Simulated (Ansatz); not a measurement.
**Ge2H6Se: small, medium and large basis sets**

An exercise on one series of results from a longer session: the logs are not shown, and one member is left open.

Computed with Ansatz 0.2.0, Gaussian basis. Level: one geometry, several basis sets.

Levels to be run: PBE0-D4/def2-SVP; ωB97M-V/def2-SVP; PBE0-D4/def2-QZVPP; ωB97M-V/def2-QZVPP; the functionals' def2-TZVPP values are taken from earlier runs.

## The relaxed structure

An earlier PBE0-D4 in a triple-zeta def2 set relaxation fixed the geometry.

SMILES `[GeH3][Se][GeH3]`, 9 atoms, charge 0, spin multiplicity 1.

Atoms are counted from 1 here; the program's logs count them from 0.

Bond lengths: Ge1–Se2 2.354 Å, Ge1–H4 1.537 Å, Ge1–H5 1.534 Å, Ge1–H6 1.537 Å, Se2–Ge3 2.354 Å, Ge3–H7 1.537 Å, Ge3–H8 1.537 Å, Ge3–H9 1.534 Å. Angles: Se2–Ge1–H4 110.0°, Se2–Ge1–H5 106.0°, Se2–Ge1–H6 110.0°, H4–Ge1–H5 110.6°, H4–Ge1–H6 109.5°, H5–Ge1–H6 110.6°, Ge1–Se2–Ge3 95.5°, Se2–Ge3–H7 110.0°, Se2–Ge3–H8 110.0°, Se2–Ge3–H9 106.0°, H7–Ge3–H8 109.5°, H7–Ge3–H9 110.6°, H8–Ge3–H9 110.6°.

Set-up of the first run:

in.yaml

```yaml
crystal:
  periodic: [false, false, false]
  atoms:
    - {symbol: Ge, position_ang: [0.630302, 0.380425, -1.583692]}
    - {symbol: Se, position_ang: [1.468089, -0.592462, 0.388933]}
    - {symbol: Ge, position_ang: [-0.543908, -0.417938, 1.597669]}
    - {symbol: H, position_ang: [-0.530936, -0.462911, -2.134406]}
    - {symbol: H, position_ang: [1.799774, 0.401557, -2.575515]}
    - {symbol: H, position_ang: [0.137791, 1.808079, -1.296866]}
    - {symbol: H, position_ang: [-1.652954, -1.214107, 0.891149]}
    - {symbol: H, position_ang: [-0.962404, 1.056860, 1.710835]}
    - {symbol: H, position_ang: [-0.257254, -1.006003, 2.984692]}
basis:
  gaussian: {orbitals: def2-SVP}
hamiltonian: {xc: pbe0, dispersion: d4}
output: {orbitals: {seedname: orbitals}}
```

Steps of the session up to this table: PBE0-D4 in def2-SVP; ωB97M-V in def2-SVP; PBE0-D4 in def2-QZVPP; ωB97M-V in def2-QZVPP.

One table of the session follows, with a row left open; its other results are not shown here.

It belongs to the step «Functionals by basis». 

```
functional       basis  HOMO (eV)  LUMO (eV)
   PBE0-D4    def2-SVP          ?          ?
   PBE0-D4  def2-TZVPP      -6.86      -0.34
   PBE0-D4  def2-QZVPP      -6.87      -0.52
   ωB97M-V    def2-SVP      -8.86       1.68
   ωB97M-V  def2-TZVPP      -8.98       1.43
   ωB97M-V  def2-QZVPP      -8.98       1.03
```

**Question.** Estimate the row for PBE0-D4, def2-SVP.

As computed: HOMO (eV): -6.78; LUMO (eV): -0.19. In the column «HOMO (eV)» it is the highest.
